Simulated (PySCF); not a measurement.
# C8H15: the cost of one run

Computed with PySCF 2.14.0 and routines of our own; the level stands in each step. Atoms count from 0.

### 1 The system as given

23 atoms, charge 0, multiplicity 2; geometry from: GFN2-xTB.

### 2 Open-shell or spin-flip excitations: unrestricted TDA wB97X-D/def2-SVP

The job: settings as JSON, then the geometry in Å.

```
{"job": {"kind": "uabs", "xc": "wB97X-D", "basis": "def2-SVP", "nstates": 10, "tda": true}, "charge": 0, "multiplicity": 2}
C     -1.723358    -0.776391     0.990589
C     -1.347379    -0.088192    -0.272750
C     -2.446943     0.370565    -1.159583
C      0.065960     0.244184    -0.567083
C      1.016542    -0.990924    -0.564028
C      2.137975    -0.676997     0.429365
C      2.178923     0.847139     0.469013
C      0.701940     1.218167     0.460046
H     -2.343146    -1.655334     0.788793
H     -0.847129    -1.095217     1.548106
H     -2.320250    -0.121225     1.635196
H     -3.171271    -0.430181    -1.327881
H     -3.002657     1.203206    -0.710611
H     -2.068787     0.704973    -2.123036
H      0.114564     0.716167    -1.552221
H      1.426023    -1.133986    -1.563864
H      0.480872    -1.899597    -0.294465
H      3.089084    -1.115880     0.129770
H      1.885364    -1.059804     1.420024
H      2.667516     1.231748    -0.428065
H      2.704572     1.232108     1.342600
H      0.273089     1.045553     1.447309
H      0.523744     2.256901     0.185791
```

Level: unrestricted TDA wB97X-D/def2-SVP, vertical, gas phase, core orbitals frozen in the response.

Command:

```
> OMP_NUM_THREADS=1 python excited_run.py task.json out
```

The driver reads the jobs from task.json and runs them one after another.

**Question.** How long does this first job take on 1 thread of Intel Xeon Platinum 8488C, shared host, and how much memory does it need?

About 82 s, with a peak of 0.81 GiB.
